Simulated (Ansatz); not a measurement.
**ClF2H2HfN: how energies converge with the basis set**

The task here is to estimate one member of a computed series from the others.

Program: Ansatz 0.2.0, Gaussian basis. Level of theory: one geometry, several basis sets. These are calculated values, not measurements.

Levels to be run: PBE0-D4/def2-SVP; ωB97M-V/def2-SVP; PBE0-D4/def2-QZVPP; ωB97M-V/def2-QZVPP; the functionals' def2-TZVPP values are taken from earlier runs.

### The geometry

An earlier PBE0-D4 in a triple-zeta def2 set relaxation fixed the geometry. Hf takes the def2 core potential; no spin-orbit term is included.

SMILES `[NH2][Hf]([F])([F])[Cl]`, 7 atoms, charge 0, spin multiplicity 1.

Atoms are counted from 1 here; the program's logs count them from 0.

Bond lengths: N1–Hf2 2.008 Å, N1–H6 1.011 Å, N1–H7 1.011 Å, Hf2–F3 1.900 Å, Hf2–F4 1.900 Å, Hf2–Cl5 2.358 Å. Angles: Hf2–N1–H6 125.6°, Hf2–N1–H7 125.6°, H6–N1–H7 108.9°, N1–Hf2–F3 107.2°, N1–Hf2–F4 107.2°, N1–Hf2–Cl5 110.1°, F3–Hf2–F4 113.6°, F3–Hf2–Cl5 109.3°, F4–Hf2–Cl5 109.4°.

Geometry (Å):

```tsv
atom	x (Å)	y (Å)	z (Å)
N1	1.2032	0.0163	0.3648
Hf2	-0.7387	-0.0770	-0.1369
F3	-1.7332	0.5830	1.3417
F4	-1.1217	-1.8888	-0.5631
Cl5	-1.1550	1.2745	-2.0237
H6	1.9302	-0.5943	0.0173
H7	1.6150	0.6863	0.9999
```

Set-up of the first run:

Input file in.yaml:

```yaml
crystal:
  periodic: [false, false, false]
  atoms:
    - {symbol: N, position_ang: [1.203237, 0.016281, 0.364769]}
    - {symbol: Hf, position_ang: [-0.738690, -0.077034, -0.136931]}
    - {symbol: F, position_ang: [-1.733159, 0.583018, 1.341735]}
    - {symbol: F, position_ang: [-1.121666, -1.888839, -0.563116]}
    - {symbol: Cl, position_ang: [-1.154965, 1.274539, -2.023722]}
    - {symbol: H, position_ang: [1.930196, -0.594305, 0.017327]}
    - {symbol: H, position_ang: [1.615047, 0.686341, 0.999928]}
basis:
  gaussian: {orbitals: def2-SVP}
hamiltonian: {xc: pbe0, dispersion: d4}
output: {orbitals: {seedname: orbitals}}
```

Steps of the session up to this table: PBE0-D4 in def2-SVP; ωB97M-V in def2-SVP; PBE0-D4 in def2-QZVPP; ωB97M-V in def2-QZVPP.

One table of the session follows, with a row left open; its other results are not shown here.

| functional | basis | HOMO (eV) |
| --- | --- | --- |
| PBE0-D4 | def2-SVP | -8.17 |
| PBE0-D4 | def2-TZVPP | -8.24 |
| PBE0-D4 | def2-QZVPP | -8.27 |
| ωB97M-V | def2-SVP | -10.47 |
| ωB97M-V | def2-TZVPP | ? |
| ωB97M-V | def2-QZVPP | -10.60 |

**Question.** Estimate the row for ωB97M-V, def2-TZVPP.

As computed: HOMO (eV): -10.56. In the column «HOMO (eV)» it lies between ωB97M-V, def2-QZVPP (-10.60) and ωB97M-V, def2-SVP (-10.47).
